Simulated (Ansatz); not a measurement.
Run this with Ansatz's Python interface and show what comes out.

The script, `c2h8o2ssi.py`:
```python
# -*- coding: utf-8 -*-
"""Dispersion corrections for C2H8O2SSi."""

import ansatz as az

config = {
    "basis_set": "def2-SVP",
}

geometry_ang = [
    ("C", (2.242, -0.3018, -0.0778)),
    ("S", (1.419, 0.8588, 1.035)),
    ("O", (1.4372, 2.2153, 0.3932)),
    ("C", (-0.2599, 0.157, 0.8721)),
    ("O", (-0.6291, 0.0447, -0.493)),
    ("Si", (-2.2217, -0.267, -0.8397)),
    ("H", (1.863, -0.1901, -1.096)),
    ("H", (3.3127, -0.0834, -0.0728)),
    ("H", (2.0835, -1.3238, 0.2741)),
    ("H", (-0.2511, -0.8287, 1.3514)),
    ("H", (-0.9267, 0.8307, 1.4238)),
    ("H", (-2.5955, -1.5426, -0.1825)),
    ("H", (-3.0666, 0.8152, -0.2829)),
    ("H", (-2.4068, -0.3843, -2.3049)),
]
geometry = az.Crystal.molecule()
for symbol, xyz in geometry_ang:
    geometry = geometry.atom(symbol, xyz)

base = geometry.calculation().basis(gaussian=config["basis_set"])
for name in ["r2scan", "b3lyp"]:
    for correction in ("d3bj", "d4"):
        r = base.functional(name, dispersion=correction).run(threads=1, pin="off").report
        print(f"{name:8s} {correction:5s} total {r['free_energy_ev']:.5f} eV, of which dispersion {1000 * r['dispersion']['energy']['ev']:.2f} meV")
```

```console
$ python c2h8o2ssi.py
DeckWarning: the engine holds no damping parameters fitted to this dispersion correction and functional, so the run takes those fitted to r2scan beside the three-body term, which d3bj leaves out (hamiltonian.dispersion, under Limitations)
r2scan   d3bj  total -24994.89940 eV, of which dispersion -99.50 meV
r2scan   d4    total -24994.88756 eV, of which dispersion -87.65 meV
b3lyp    d3bj  total -25001.18015 eV, of which dispersion -589.42 meV
b3lyp    d4    total -25001.12926 eV, of which dispersion -538.53 meV
```
(Warnings from the package without file and line.)

What to keep in mind:
- Total energies depend on the basis set; only differences at equal settings carry meaning.
- The geometry is a force-field or estimated start, not a minimum of this method, and the basis set is short of its limit. D4 holds the three-body term, and d3bj doesn't.
- b3lyp holds the VWN-RPA fit, as in Gaussian; the form of ORCA and Turbomole is b3lyp5.
- A dispersion term here runs with damping parameters fitted for another variant or functional.
- Timing: 34 s on 1 thread of Arm Neoverse V1 (shared host), peak memory 0.35 GiB.
